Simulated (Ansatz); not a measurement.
# CH7InO3Si: up Jacob's ladder to CCSD(T)

How much do the methods differ for CH7InO3Si? The plan is to run it at one geometry with functionals of several rungs and with coupled cluster. The yardstick is the atomisation energy at the CCSD(T) limit.

Program: Ansatz 0.2.0, Gaussian basis. Level of theory: functionals in def2-TZVPP, the program's frozen cores in correlated methods. These are calculated values, not measurements.

Plan: LDA (SPW92), PBE-D4, revPBE-D4, BLYP-D4, r2SCAN-D4, B97M-V, PBE0-D4, B3LYP-D4, r2SCANh-D4, r2SCAN0-D4, HSE06-D4, BHLYP-D4, CAM-B3LYP-D4, LC-ωPBE, ωB97X-V, ωB97M-V, B2PLYP, PBE-QIDH; CCSD(T)/def2-SVP; CCSD(T)/def2-TZVPP; MP2/def2-QZVPP; extrapolation to the limit; RPA on PBE.

4 further runs of the same task are left out: 4 that didn't finish.

## (1) Structure used throughout

An earlier PBE0-D4 in a triple-zeta def2 set relaxation fixed the geometry. In takes the def2 core potential; no spin-orbit term is included.

SMILES `C[O][In]([OH])[O][SiH3]`, 13 atoms, charge 0, spin multiplicity 1.

Atoms are counted from 1 here; the program's logs count them from 0.

Bond lengths: C1–O2 1.410 Å, C1–H7 1.097 Å, C1–H8 1.094 Å, C1–H9 1.097 Å, O2–In3 1.962 Å, In3–O4 1.959 Å, In3–O5 1.981 Å, O4–H10 0.962 Å, O5–Si6 1.627 Å, Si6–H11 1.492 Å, Si6–H12 1.487 Å, Si6–H13 1.492 Å. Angles: O2–C1–H7 112.9°, O2–C1–H8 107.7°, O2–C1–H9 112.7°, H7–C1–H8 107.7°, H7–C1–H9 107.9°, H8–C1–H9 107.8°, C1–O2–In3 120.7°, O2–In3–O4 124.9°, O2–In3–O5 119.1°, O4–In3–O5 116.0°, In3–O4–H10 110.7°, In3–O5–Si6 138.6°, O5–Si6–H11 111.6°, O5–Si6–H12 109.3°, O5–Si6–H13 111.5°, H11–Si6–H12 108.5°, H11–Si6–H13 107.4°, H12–Si6–H13 108.5°.

## (2) LDA

This LDA is Slater exchange with PW92 correlation.

Input file in.yaml:

```yaml
crystal:
  periodic: [false, false, false]
  atoms:
    - {symbol: C, position_ang: [0.056181, -1.545428, 1.500521]}
    - {symbol: O, position_ang: [1.335904, -1.167400, 1.045541]}
    - {symbol: In, position_ang: [1.540538, 0.214160, -0.332420]}
    - {symbol: O, position_ang: [3.252276, 0.820585, -1.067834]}
    - {symbol: O, position_ang: [-0.077814, 1.094759, -1.059738]}
    - {symbol: Si, position_ang: [-1.692353, 1.031448, -0.866177]}
    - {symbol: H, position_ang: [-0.510214, -0.707507, 1.926116]}
    - {symbol: H, position_ang: [0.191074, -2.290602, 2.290373]}
    - {symbol: H, position_ang: [-0.555588, -2.000805, 0.711877]}
    - {symbol: H, position_ang: [3.114270, 1.506688, -1.727201]}
    - {symbol: H, position_ang: [-2.225281, -0.333901, -1.147378]}
    - {symbol: H, position_ang: [-2.337806, 1.991245, -1.801064]}
    - {symbol: H, position_ang: [-2.091186, 1.386758, 0.527375]}
basis:
  gaussian: {orbitals: def2-TZVPP}
hamiltonian: {xc: lda}
output: {orbitals: {seedname: orbitals}}
```

The run is started by

```sh
$ ansatz run in.yaml --threads 2 --pin off --events-out ev --progress --plain --max-ram 32768MiB --backend cpu
```

The runs that follow: PBE-D4 (GGA); revPBE-D4 (GGA); BLYP-D4 (GGA); r2SCAN-D4 (meta-GGA); B97M-V (meta-GGA); PBE0-D4 (hybrid); B3LYP-D4 (hybrid); r2SCANh-D4 (hybrid); r2SCAN0-D4 (hybrid); HSE06-D4 (hybrid); BHLYP-D4 (hybrid); CAM-B3LYP-D4 (range-separated); LC-ωPBE (range-separated); ωB97X-V (range-separated); ωB97M-V (range-separated); B2PLYP (double hybrid); PBE-QIDH (double hybrid); CCSD(T) in def2-SVP; CCSD(T) in def2-TZVPP; MP2 in def2-QZVPP; RPA on PBE orbitals.

**Question.** What will the summary of the whole plan be? Wanted: atomisation energy, CCSD(T)/CBS; farthest beyond LDA; mean size of error, GGA; mean size of error, meta-GGA; mean size of error, hybrid; mean size of error, range-separated; mean size of error, double hybrid; gap, smallest and largest; T1 diagnostic.

As calculated:

```
                               quantity                                              value
        atomisation energy, CCSD(T)/CBS                                          46.483 eV
    functionals within 0.465 eV (1.0 %)  PBE-D4, r2SCAN-D4, CAM-B3LYP-D4, ωB97X-V, ωB97M-V
                    farthest beyond LDA                               BHLYP-D4 (-2.363 eV)
                mean size of error, GGA                                           0.660 eV
           mean size of error, meta-GGA                                           0.443 eV
             mean size of error, hybrid                                           1.281 eV
    mean size of error, range-separated                                           0.397 eV
      mean size of error, double hybrid                                           1.103 eV
              gap, smallest and largest          3.26 eV (LDA (SPW92)), 10.97 eV (LC-ωPBE)
                          T1 diagnostic                                             0.0164
triples share of the correlation energy                                              3.5 %
```

**Reading.** The LDA atomisation energy is off by 6.399 eV (14 %): it overbinds. PBE-D4 is off by +0.022 eV. Double hybrids carry the basis error of their MP2 part in triple zeta, and no dispersion term here, so their miss is partly the set-up's. The rungs range-separated, meta-GGA miss on average by less than the doubt on the reference (0.465 eV), so they tie. The reference freezes the cores and leaves out spin-orbit coupling and excitations past (T), and its outer-core shells are covered unevenly, so misses under about 0.465 eV can't be ranked. All levels share the lack of spin-orbit coupling, which lowers the free heavy atoms and so the true binding. Hartree-Fock recovers 69 % of the binding; the rest is correlation. CCSD(T) in def2-SVP is off by -3.635 eV, so the small basis spoils what the method gains. Orbital gaps span 3.3 to 11.0 eV; exact exchange widens them. Correlated methods include outer-core shells of In, which these sets cover unevenly.
